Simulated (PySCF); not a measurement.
**Towards the basis-set limit for TaF**

One table from this session's results is given with a row withheld; the runs are named, their logs left out.

Program: PySCF 2.14.0. Level of theory: CCSD(T) on ROHF, scalar-relativistic core potentials. These are calculated values, not measurements.

The first run:

| Property | Result |
| --- | --- |
| molecule | TaF |
| state | triplet, unpaired electrons δ ↑↑ |
| smaller basis | Ta aug-cc-pVDZ-PP with ECP60, F aug-cc-pVDZ |
| larger basis | Ta aug-cc-pVTZ-PP with ECP60, F aug-cc-pVTZ |
| frozen core orbitals | 5 |
| extrapolation | correlation as n⁻³ (n = 2, 3), Hartree–Fock as (n+1)·exp(−9√n) |
| corrections | none |
| distances (Å) | 1.6078, 1.6809, 1.7539, 1.8270, 1.9001, 1.9915, 2.0828 |
| masses (u) | 180.9480, 18.9984 |
| dissociation limit | Ta + F |

Run with:

```console
$ OMP_NUM_THREADS=4 python comp.py task.json out
```

One table of the session follows, with a row left open; its other results are not shown here.

Parts of the energy along the bond, in eV from Ta + F:

```
 R (Å)  HF/CBS  CCSD corr.      (T)
1.6078  -3.086      -1.568  -0.2297
1.6809  -3.729      -1.641  -0.2370
1.7539  -4.023      -1.730  -0.2437
1.8270  -4.075      -1.818  -0.2500
1.9001  -3.960      -1.893  -0.2559
1.9915       ?           ?        ?
2.0828  -3.272      -2.017  -0.2697
```

**Question.** Estimate the row for R (Å) = 1.9915.

Worked estimate for «HF/CBS». A straight line through the neighbours (1.9001, -3.960) and (2.0828, -3.272) gives -3.960 + (-3.272 + 3.960) × (1.9915 − 1.9001) / (2.0828 − 1.9001) = -3.616; a parabola fitted to 3 rows on both sides gives -3.687.

**Answer.** HF/CBS: -3.665; CCSD corr.: -1.964; (T): -0.2630. In «HF/CBS» the line misses by +0.049 and the parabola by -0.022.

Limits of these values: Spin–orbit coupling, core–valence correlation and excitations beyond (T) are left out. An extrapolation from double and triple zeta is rough, so this isn't yet the limit.
